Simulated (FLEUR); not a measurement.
Runs of FLEUR MaX-R8.1 (later development tree) on NiMoIrPdW. The structure is trigonal, space group P-3m1 (No. 164). Conventional cell: a = 2.771 Å, b = 2.771 Å, c = 22.020 Å, α = 90.00°, β = 90.00°, γ = 120.00°. Ni (site symmetry 3m) is surrounded by 3 Mo at 2.55 Å and 3 Pd at 2.65 Å and 6 Ni at 2.77 Å. Mo (site symmetry 3m) is surrounded by 3 Ni at 2.55 Å and 3 Ir at 2.76 Å and 6 Mo at 2.77 Å. Pd (site symmetry 3m) has 3 Ni at 2.65 Å and 9 Pd at 2.77 to 2.84 Å as nearest neighbours. Ir (site symmetry 3m) is surrounded by 3 Mo at 2.76 Å and 3 W at 2.77 Å and 6 Ir at 2.77 Å. W (site symmetry 3m) is surrounded by 3 Ir at 2.77 Å and 9 W at 2.77 to 2.93 Å. The cell was built by a generator and needn't be a form met in nature.

```tsv
U	gap on the mesh (eV)	moment (μB)
Ir d U = 6 eV, Mo d U = 6 eV, Ni d U = 6 eV	none	(a)
Ir d U = 2 eV, Mo d U = 2 eV, Ni d U = 2 eV	none	0.99
Ir d U = 4 eV, Mo d U = 4 eV, Ni d U = 4 eV	none	1.50
Ir d U = 0.0 eV, Mo d U = 0.0 eV, Ni d U = 0.0 eV	none	0.00
```

Alike in all rows: task single point; level PBE+U; potentials or basis all-electron, FLAPW; spin collinear, ferromagnetic start; cell as given; k mesh 7 × 7 × 1; smearing fermi-dirac 0.05 eV; kmax 4.78 1/bohr; the mesh is coarse, so values aren't converged.

Q: Estimate the missing entries.

A: (a) 1.46.

Caveats: all runs use coarse meshes; the U is typed as a test and isn't derived for this compound.

A k mesh can miss the band edges, and the runs leave out spin-orbit coupling on Ir, Mo, Pd, W.

A gap of «none» marks a metal or a gap under the smearing width.

Not every run made on this cell is shown here.
